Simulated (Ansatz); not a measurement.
## CH3ClFOV, SMILES [CH3][V](=[O])([F])[Cl]: a single point in a Gaussian basis, step by step

Program: the Python package of Ansatz (0.2.0).

The cells in order, each with its output:

```python
import ansatz as az
from ase import Atoms

atoms = Atoms(["C", "V", "O", "F", "Cl", "H", "H", "H"], positions=[
    [-0.944, -0.2648, 0.6279],
    [0.8031, 0.0541, -0.5085],
    [2.0354, -0.9769, 0.129],
    [0.5623, -0.3875, -2.3536],
    [1.4788, 2.2849, -0.3765],
    [-1.3118, -1.2642, 0.5459],
    [-0.7817, 0.0459, 1.6818],
    [-1.7499, 0.4514, 0.1982],
])
mol = az.Crystal.molecule_from_ase(atoms)
```

```python
job = (
    mol.calculation()
    .basis(gaussian="6-31G*")
    .correlation("mp2")  # correlation on top of the mean field
)
outcome = job.run(threads=1)
report = outcome.report
```

    

```python
report["mean_field"]["state"]["spin_squared"]
```

    -7.105427357601002e-14

```python
report["free_energy_ev"]
```

    -44008.39273604048

```python
for key in ("converged", "free_energy_ev", "reference_energy_ev", "n_frozen", "n_occupied", "n_virtual"):
    print(f"{key:22s} {report[key]}")
```

    converged              True
    free_energy_ev         -44008.39273604048
    reference_energy_ev    -43976.52862992114
    n_frozen               13
    n_occupied             [20, 20]
    n_virtual              [73, 73]

```python
print("correlation energy", round(report["free_energy_ev"] - report["reference_energy_ev"], 5), "eV")
cluster = report["correlation"].get("coupled_cluster")
if cluster:
    print("cycles", cluster["cycles"], " T1 diagnostic", round(cluster["t1_diagnostic"], 4), " largest double", round(cluster["largest_double"], 4))
```

    correlation energy -31.86411 eV

```python
state = report["mean_field"]["state"]
print(f"mean field: {state['energy']['hartree']:.7f} Ha, <S^2> = {abs(state['spin_squared']):.4f}, stability: {state.get('stability', {}).get('kind')}")
```

    mean field: -1616.1076188 Ha, <S^2> = 0.0000, stability: minimum

Total energies depend on the basis set; only differences at equal settings carry meaning. The geometry is a force-field or estimated start, not a minimum of this method, and the basis set is short of its limit. Inner cores stay frozen, so this is valence correlation. S² is that of the Hartree-Fock reference. It ran for 11 s on 1 thread of Intel(R) Xeon(R) 6975P-C (Granite Rapids), on a shared host, peak memory 0.37 GiB.

(Lines on the test bed's own set-up are left out of the output.)
